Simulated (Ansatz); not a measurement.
# CH3OSe: the cost of one run

Computed with Ansatz 0.2.0, Gaussian basis. Level: single points in def2-TZVPP.

Correlated methods freeze the cores. Filled d shells of the heavier atoms are correlated.

### Step 1. Starting geometry

SMILES `[CH2+][Se]O`, 6 atoms, charge 1, spin multiplicity 1.

Atoms are counted from 1 here; the program's logs count them from 0.

Bond lengths: C1–Se2 1.749 Å, C1–H4 1.141 Å, C1–H5 1.193 Å, Se2–O3 1.826 Å, O3–H6 0.951 Å. Angles: Se2–C1–H4 120.3°, Se2–C1–H5 123.2°, H4–C1–H5 116.5°, C1–Se2–O3 95.2°, Se2–O3–H6 113.4°.

Coordinates:

```xyz
6

C    -0.87700   -0.11510   -0.68900
Se    0.53230   -0.92180   -0.03950
O     1.08280    0.49490    0.97250
H    -1.53150   -0.63530   -1.46620
H    -1.22330    0.97310   -0.34380
H     1.84810    0.30470    1.50410
```

### Step 2. CCSD(T)/def2-TZVPP

run/in.yaml reads:

```yaml
crystal:
  periodic: [false, false, false]
  atoms:
    - {symbol: C, position_ang: [-0.877000, -0.115100, -0.689000]}
    - {symbol: Se, position_ang: [0.532300, -0.921800, -0.039500]}
    - {symbol: O, position_ang: [1.082800, 0.494900, 0.972500]}
    - {symbol: H, position_ang: [-1.531500, -0.635300, -1.466200]}
    - {symbol: H, position_ang: [-1.223300, 0.973100, -0.343800]}
    - {symbol: H, position_ang: [1.848100, 0.304700, 1.504100]}
basis:
  gaussian: {orbitals: def2-TZVPP}
total_charge: 1
correlation: {method: ccsd_t}
output: {forces: true}
```

On the command line:

```bash
$ ansatz run in.yaml --threads 4 --pin off --events-out ev --progress --plain --max-ram 5222MiB
```

Q: Estimate wall time and peak memory on 4 threads of Intel Xeon 6975P-C, shared host.

About 79 s, with a peak of 2 GiB.
